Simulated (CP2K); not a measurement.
# CH3BO2 (SMILES OB1CO1): a chain of runs

Wanted: a geometry optimisation (GFN0-xTB), then vibrational wavenumbers of CH3BO2. 

The results are computed with CP2K 2026.2.

## 1. The molecule

The species is CH3BO2 (7 atoms), meant as a singlet with charge 0. As SMILES, `OB1CO1`. All atoms were displaced at random from a relaxed shape. The run starts from this shape.

Bond lengths: O1–B2 1.298 Å, B2–C3 1.590 Å, B2–O4 1.414 Å, O1–H5 0.997 Å, C3–H6 1.052 Å, C3–H7 1.119 Å. Angles: O1–B2–C3 160.9°, O1–B2–O4 138.0°, C3–B2–O4 61.1°, B2–O1–H5 113.4°, B2–C3–H6 121.9°, B2–C3–H7 119.9°, H6–C3–H7 118.1°. A long bond or contact: C3–O4 1.534 Å.

## 2. A geometry optimisation at GFN0-xTB (run 1)

gas.inp reads:

```
&GLOBAL
  PROJECT_NAME gas
  RUN_TYPE GEO_OPT
  PRINT_LEVEL LOW
&END GLOBAL

&FORCE_EVAL
  METHOD QS
  &DFT
    &QS
      METHOD XTB
      EPS_DEFAULT 1.0E-10
      &XTB
        GFN_TYPE 0
        CHECK_ATOMIC_CHARGES F
      &END XTB
    &END QS
    &POISSON
      PERIODIC NONE
      POISSON_SOLVER ANALYTIC
    &END POISSON
    &SCF
      SCF_GUESS ATOMIC
      EPS_SCF 1.0E-07
      MAX_SCF 150
      ADDED_MOS 4
      &DIAGONALIZATION
        ALGORITHM STANDARD
      &END DIAGONALIZATION
      &MIXING
        METHOD DIRECT_P_MIXING
        ALPHA 0.4
      &END MIXING
      &SMEAR ON
        METHOD FERMI_DIRAC
        ELECTRONIC_TEMPERATURE [K] 300
      &END SMEAR
    &END SCF
    &PRINT
      &MOMENTS
        PERIODIC F
        REFERENCE COM
        MAX_MOMENT 1
      &END MOMENTS
      &MULLIKEN OFF
      &END MULLIKEN
      &HIRSHFELD OFF
      &END HIRSHFELD
    &END PRINT
  &END DFT
  &SUBSYS
    &CELL
      ABC 19.3 18.7 18.8
      PERIODIC NONE
    &END CELL
    &COORD
      SCALED T
      O    0.41374679   0.51900313   0.43581460
      B    0.46558637   0.49530655   0.47294375
      C    0.53482865   0.49390725   0.51879529
      O    0.49146275   0.42876634   0.49687285
      H    0.41651746   0.57123366   0.42555338
      H    0.53425218   0.49984163   0.57444662
      H    0.58625321   0.48997495   0.49154965
    &END COORD
  &END SUBSYS
&END FORCE_EVAL

&MOTION
  &GEO_OPT
    OPTIMIZER BFGS
    MAX_ITER 100
    MAX_FORCE 1.0E-04
    RMS_FORCE 6.7E-05
  &END GEO_OPT
  &PRINT
    &TRAJECTORY
      &EACH
        GEO_OPT 1
      &END EACH
    &END TRAJECTORY
    &FORCES ON
      &EACH
        GEO_OPT 1
      &END EACH
    &END FORCES
    &RESTART OFF
    &END RESTART
    &RESTART_HISTORY OFF
    &END RESTART_HISTORY
  &END PRINT
&END MOTION
```

Started as:

```bash
$ OMP_NUM_THREADS=1 cp2k.psmp -i gas.inp > gas.out 2>&1
```

Log (excerpt; [...] marks lines left out):

```text
CP2K| version string:                                       CP2K version 2026.2
[...]
 GLOBAL| Method name                                                        CP2K
[...]
 GLOBAL| Run type                                                        GEO_OPT
[...]
                             - Atoms:                                          7
[...]
                             - Spherical basis functions:                     22
[...]
 Number of electrons:                                                         22
[...]
 ENERGY| Total FORCE_EVAL ( QS ) energy [hartree]            -11.628087904886730
[...]
 OPT| Step number                                                              0
[...]
 OPT| Total energy [hartree]                                      -11.6280879049
[...]
 OPT| Step number                                                              9
[...]
 OPT| Total energy [hartree]                                      -11.6371543564
[...]
 OPT| Step number                                                             10
[...]
 OPT| Total energy [hartree]                                      -11.6371544716
[...]
 ***                    GEOMETRY OPTIMIZATION COMPLETED                      ***
[...]
  Fermi energy:                                                -0.20902295411470
[...]
 TB_DIPOLE| Moment [Debye]         -2.61204708       2.63454397      -2.04409355
 TB_DIPOLE| Derivative [a.u.]       0.00000000       0.00000000       0.00000000
 ENERGY| Total FORCE_EVAL ( QS ) energy [hartree]            -11.637154471603100
[...]
```

It took 0.92 s on 1 thread of AMD EPYC 9R45 (Zen 5), shared host; peak memory 0.19 GiB.

Step by step:

```tsv
step	energy from the first frame kept (eV)	largest force (eV/Å)
1	0.0000	1.3124
2	-0.0435	0.3652
3	-0.0483	0.2511
4	-0.0530	0.0584
5	-0.0538	0.0623
6	-0.0545	0.0535
7	-0.0548	0.0429
8	-0.0549	0.0199
9	-0.0549	0.0096
10	-0.0549	0.0044
11	-0.0549	0.0044
```

After the run. Bond lengths: O1–B2 1.287 Å, B2–C3 1.557 Å, B2–O4 1.348 Å, C3–O4 1.481 Å, O1–H5 0.949 Å, C3–H6 1.087 Å, C3–H7 1.087 Å. Some angles: O1–B2–C3 150.8°, O1–B2–O4 148.4°, C3–B2–O4 60.8°, B2–C3–O4 52.6°, B2–O4–C3 66.6°, B2–O1–H5 120.5°, B2–C3–H6 123.6°, B2–C3–H7 123.5°, O4–C3–H6 111.7°, O4–C3–H7 111.7°.

## 3. Vibrational wavenumbers at GFN0-xTB (run 2)

cp2k_ase.py reads:

```python
import numpy as np
from ase import Atoms
from ase.calculators.cp2k import CP2K
from ase.vibrations import Vibrations
from ase.thermochemistry import IdealGasThermo

atoms = Atoms(['O', 'B', 'C', 'O', 'H', 'H', 'H'],
              positions=[(8.046380, 9.744229, 8.189724),
                         (8.973025, 9.163749, 8.867738),
                         (10.286170, 9.221456, 9.701875),
                         (9.489777, 8.020577, 9.359750),
                         (8.058309, 10.684706, 8.065395),
                         (10.310284, 9.394961, 10.774634),
                         (11.279152, 9.183540, 9.261242)])
atoms.set_cell([19.2, 18.7, 18.7])
atoms.center()
cp2k_input = """
&FORCE_EVAL
 METHOD QS
 &DFT
  &QS
   METHOD XTB
   EPS_DEFAULT 1.0E-10
   &XTB
    GFN_TYPE 0
    CHECK_ATOMIC_CHARGES F
   &END XTB
  &END QS
  &POISSON
   PERIODIC NONE
   POISSON_SOLVER ANALYTIC
  &END POISSON
  &SCF
   SCF_GUESS ATOMIC
   EPS_SCF 1.0E-08
   MAX_SCF 150
   ADDED_MOS 4
   &DIAGONALIZATION
    ALGORITHM STANDARD
   &END DIAGONALIZATION
   &MIXING
    METHOD DIRECT_P_MIXING
    ALPHA 0.4
   &END MIXING
   &SMEAR ON
    METHOD FERMI_DIRAC
    ELECTRONIC_TEMPERATURE [K] 300
   &END SMEAR
  &END SCF
  &PRINT
   &MOMENTS
    PERIODIC F
    REFERENCE COM
    MAX_MOMENT 1
   &END MOMENTS
   &MULLIKEN OFF
   &END MULLIKEN
   &HIRSHFELD OFF
   &END HIRSHFELD
  &END PRINT
 &END DFT
 &SUBSYS
 &END SUBSYS
&END FORCE_EVAL
"""
cp2k = CP2K(command="cp2k.psmp -s", label="calc", inp=cp2k_input, basis_set=None, basis_set_file=None, potential_file=None, pseudo_potential=None, xc=None, cutoff=None, max_scf=None, charge=None, uks=False,
            force_eval_method=None, print_level="LOW", poisson_solver=None, stress_tensor=False)
atoms.calc = cp2k
energy = atoms.get_potential_energy()
print(f"energy {energy:.6f} eV")
vib = Vibrations(atoms, delta=0.01)
vib.run()
vib.summary()
modes = vib.get_energies()[-15:]
thermo = IdealGasThermo(vib_energies=modes, potentialenergy=energy, atoms=atoms, geometry="nonlinear", symmetrynumber=1, spin=0, ignore_imag_modes=True)
thermo.get_gibbs_energy(temperature=298.15, pressure=101325.0)
```

Started as:

```bash
$ OMP_NUM_THREADS=1 python cp2k_ase.py
```

Log:

```text
energy -316.663077 eV
---------------------
  #    meV     cm^-1
---------------------
  0    0.9i      7.3i
  1    0.7i      5.6i
  2    0.0i      0.4i
  3    0.0i      0.0i
  4    0.0       0.4
  5    0.9       6.9
  6   37.2     299.9
  7   38.3     309.0
  8   56.9     458.7
  9   84.6     682.7
 10   86.9     700.6
 11   89.0     718.2
 12  112.2     904.6
 13  122.0     983.8
 14  124.5    1004.1
 15  134.8    1086.8
 16  166.1    1339.4
 17  181.9    1467.2
 18  384.3    3099.3
 19  386.2    3114.9
 20  442.2    3566.7
---------------------
Zero-point energy: 1.224 eV
Enthalpy components at T = 298.15 K:
===============================
Enthalpy components at T = 298.15 K:
===============================
E_pot               -316.663 eV
E_ZPE                  1.223 eV
Cv_trans (0->T)        0.039 eV
Cv_rot (0->T)          0.039 eV
Cv_vib (0->T)          0.043 eV
-------------------------------
U                   -315.319 eV
===============================
(C_v -> C_p)           0.026 eV
-------------------------------
H                   -315.293 eV
===============================

Entropy components at T = 298.15 K and P = 101325.0 Pa:
=================================================
{"":15s}{"S":13s}     {"T*S:13s}
S_trans (1 bar)    0.0016527 eV/K        0.493 eV
S_rot              0.0010137 eV/K        0.302 eV
S_elec             0.0000000 eV/K        0.000 eV
S_vib              0.0002127 eV/K        0.063 eV
S (1 bar -> P)    -0.0000011 eV/K       -0.000 eV
-------------------------------------------------
S                  0.0028780 eV/K        0.858 eV
=================================================

Free energy components at T = 298.15 K and P = 101325.0 Pa:
=======================
    H       -315.293 eV
 -T*S         -0.858 eV
-----------------------
    G       -316.152 eV
=======================
```

calc.out (excerpt; [...] marks lines left out):

```text
CP2K| version string:                                       CP2K version 2026.2
[...]
 GLOBAL| Method name                                                        CP2K
[...]
 GLOBAL| Run type                                                   ENERGY_FORCE
[...]
 *** WARNING in qs_kind_types.F:2330 :: Information provided in the input ***
 *** file regarding BASIS for KIND <O> will be ignored!                   ***
 *** WARNING in qs_kind_types.F:2330 :: Information provided in the input ***
 *** file regarding BASIS for KIND <B> will be ignored!                   ***
 *** WARNING in qs_kind_types.F:2330 :: Information provided in the input ***
 *** file regarding BASIS for KIND <C> will be ignored!                   ***
 *** WARNING in qs_kind_types.F:2330 :: Information provided in the input ***
 *** file regarding BASIS for KIND <H> will be ignored!                   ***
[...]
                             - Atoms:                                          7
[...]
                             - Spherical basis functions:                     22
[...]
 Number of electrons:                                                         22
[...]
 ENERGY| Total FORCE_EVAL ( QS ) energy [hartree]            -11.637154471608101
[...]
  Fermi energy:                                                -0.20910543939319
[...]
 TB_DIPOLE| Moment [Debye]         -2.58911646       2.63477177      -2.02282669
 TB_DIPOLE| Derivative [a.u.]       0.00000000       0.00000000       0.00000000
 EEQ| Molecular solver time[s]                                             0.000
[...]
 ENERGY| Total FORCE_EVAL ( QS ) energy [hartree]            -11.637052238408730
[...]
```

It took 2 s on 1 thread of AMD EPYC 9R45 (Zen 5), shared host; peak memory 0.19 GiB.

## 4. What came out

| quantity | value |
| --- | --- |
| run 1, GFN0-xTB: total energy at the end | -11.63715 Eh |
| run 1, GFN0-xTB: dipole moment (from atomic charges alone) | 4.24 D |
| run 1, GFN0-xTB: dispersion energy | -2.84 kJ/mol |
| run 2, GFN0-xTB: lowest harmonic wavenumber | 300 cm⁻¹ |
| run 2, GFN0-xTB: highest harmonic wavenumber | 3567 cm⁻¹ |
| run 2, GFN0-xTB: zero-point energy | 118.0 kJ/mol |
| run 2, GFN0-xTB: ideal-gas entropy at 298.15 K (symmetry number 1 as used) | 66.4 cal/(mol K) |

**Reading.** The dipole (run 1, GFN0-xTB) comes from point charges on the atoms alone, without atomic dipoles, so it is partial. The optimisation (run 1, GFN0-xTB) took 10 steps and changed the energy by -0.247 eV. All 15 modes (run 2, GFN0-xTB) are real, so the shape is a minimum at this level.
